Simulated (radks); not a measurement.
# Shell filling in a parabolic well with ω = 2.05 hartree*, N = 1 to 7

Which level does each new electron take in a parabolic well with ω = 2.05 hartree*, and at which counts is the dot hardest to charge further? Each count tries a few candidate levels and keeps the lowest.

The numbers are computed with radks (version 2): non-relativistic spin-polarised Kohn-Sham, r2SCAN, spherically averaged shells.

## Step 1: The model

* well: a parabolic well with ω = 2.05 hartree*
* functional: r2SCAN
* levels: named by radial order: 1s, 1p, 1d, 2s, 1f and so on
* units: effective atomic units, hartree* and bohr*
* configuration carried in: none

Further steps of the session: N = 1; Electron number 2; 3 electrons; 4 electrons; N = 5; 6 electrons; 7 electrons.

What does the calculation give? Wanted: closed shells at N; largest addition energy; most unpaired electrons; configuration at N = 7.

As calculated:

| quantity | value |
| --- | --- |
| closed shells at N | 2 |
| largest addition energy | 2.62 hartree* at N = 2 (of N = 1 to 6) |
| most unpaired electrons | 3 at N = 5 |
| configuration at N = 7 | 1s2 1p(up 3, down 2) |

In words: All occupied shells are full at N = 2, and the second difference peaks there. Among the lowest states kept at each count, up to 3 electrons are unpaired (N = 5), since exchange favours parallel spins. Spherical averaging forbids deformation, and the greedy search can miss a lower configuration.
